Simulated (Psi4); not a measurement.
# B3LYP/6-311+G(d,p) (density fitting, sweep point 4) run of CH5AlClN (SMILES C[NH][AlH][Cl])

Aim: energy and forces of CH5AlClN. The job is set up through a Python script.

Program for the calculation: Psi4 1.11.

## Step 1: The structure to begin with

The species is CH5AlClN (9 atoms), typed as a singlet with charge 0. SMILES: `C[NH][AlH][Cl]`. Geometry: relaxed at PBE0-D4/def2-TZVP.

Bond lengths: C1–N2 1.449 Å, N2–Al3 1.758 Å, Al3–Cl4 2.100 Å, C1–H5 1.096 Å, C1–H6 1.096 Å, C1–H7 1.092 Å, N2–H8 1.010 Å, Al3–H9 1.571 Å. Some angles: C1–N2–Al3 129.6°, N2–Al3–Cl4 117.6°, C1–N2–H8 112.1°, Al3–N2–H8 118.3°, N2–C1–H5 112.1°, N2–C1–H6 112.1°, N2–C1–H7 109.8°, N2–Al3–H9 121.4°, Cl4–Al3–H9 121.0°, H5–C1–H6 107.8°.

## Step 2: Energy and gradient at B3LYP/6-311+G(d,p) (density fitting, sweep point 4)

Input file run.py:

```python
import psi4

psi4.set_memory(1600000000)
psi4.set_num_threads(1)
psi4.core.set_output_file('psi4.out', False)

m = psi4.geometry("""
0 1
C      0.028900     0.778500    -1.025000
N      0.123600    -0.496400    -0.343900
Al    -0.042100    -0.867100     1.366100
Cl    -0.436800     0.728800     2.673300
H      0.959000     1.039800    -1.542200
H     -0.780900     0.792500    -1.763200
H     -0.175600     1.570200    -0.301800
H      0.313300    -1.255600    -0.982100
H      0.099100    -2.337000     1.901900
symmetry c1
""")

psi4.set_options({
    'basis': '6-311+G**',
    'scf_type': 'df',
    'scf_initial_accelerator': 'ediis',
})

e = psi4.gradient("b3lyp", molecule=m)
print('gradient / Eh bohr^-1')
print(e.np.round(6))
```

The run is started by

```
$ python run.py
```

What values should one expect? Wanted: total energy; dipole moment; HOMO energy; LUMO energy; HOMO–LUMO gap; largest force on an atom.

Answer, from the run:

Level: B3LYP/6-311+G** (density fitting, sweep point 4).

```
                quantity          value
            total energy  -798.67734 Eh
           dipole moment         2.43 D
             HOMO energy       -6.94 eV
             LUMO energy       -0.82 eV
           HOMO–LUMO gap        6.12 eV
largest force on an atom     0.491 eV/Å
```

The largest force is 0.49 eV/Å: the shape isn't a stationary point for this species at this level.
